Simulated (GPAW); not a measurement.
Crystal: AlFe3B.

```
CELL_PARAMETERS angstrom
3.82232 0.00000 0.00000
0.00000 3.82232 0.00000
0.00000 0.00000 3.82232
ATOMIC_POSITIONS crystal
Fe 0.00000 0.00000 0.50000
Fe 0.00000 0.50000 0.00000
Fe 0.50000 0.00000 0.00000
Al 0.50000 0.50000 0.50000
B 0.00000 0.00000 0.00000
```

The cell comes from a database or a generator and needn't be the stable form of this composition.

```yaml
Program: GPAW 26.7.0
Task: relaxation of cell and atoms
Functional: PBEsol
Dispersion: D3
Potentials_or_basis: PAW data sets generated in the run's folder for this functional
Cutoff: 800 eV
Basis: pw
k_mesh: 6 × 6 × 6
Occupations: fermi-dirac, width 0.05 eV
Spin: collinear spin, ferromagnetic start
Starting_moments: "[3.0, 3.0, 3.0, 0.0, 0.0] μB"
```

At the start: pressure -9.3 GPa; volume 11.17 Å³/atom.

Question: How do energy, volume and symmetry change on relaxing?

Answer: Over 4 steps the energy falls by 14.1 meV/atom and the volume is 10.65 Å³/atom (-4.7 %); space group Pm-3m (No. 221, to 0.05 Å); moment 4.01 μB per cell.

The path:
| step | energy change (eV) | largest force (eV/Å) | pressure (GPa) | volume (Å³) |
| --- | --- | --- | --- | --- |
| 1 | 0.0000 | 0.0000 | -9.26 | 55.84 |
| 2 | -0.0159 | 0.0000 | -8.29 | 55.54 |
| 3 | -0.0694 | 0.0000 | 0.51 | 53.09 |
| 4 | -0.0704 | 0.0000 | -0.02 | 53.23 |

Final structure:
```yaml
crystal:
  lattice:
    - [3.76164, 0.00000, 0.00000]
    - [0.00000, 3.76164, 0.00000]
    - [0.00000, 0.00000, 3.76164]
  atoms:
    - { symbol: Fe, position: [0.00000, 0.00000, 0.50000] }
    - { symbol: Fe, position: [0.00000, 0.50000, 0.00000] }
    - { symbol: Fe, position: [0.50000, 0.00000, 0.00000] }
    - { symbol: Al, position: [0.50000, 0.50000, 0.50000] }
    - { symbol: B, position: [0.00000, 0.00000, 0.00000] }
```

Caveat: each step starts from the last one's moments, so a moment once lost doesn't come back; later steps reuse the first step's grids; pairwise dispersion overbinds metals, which lowers pressure and volume.
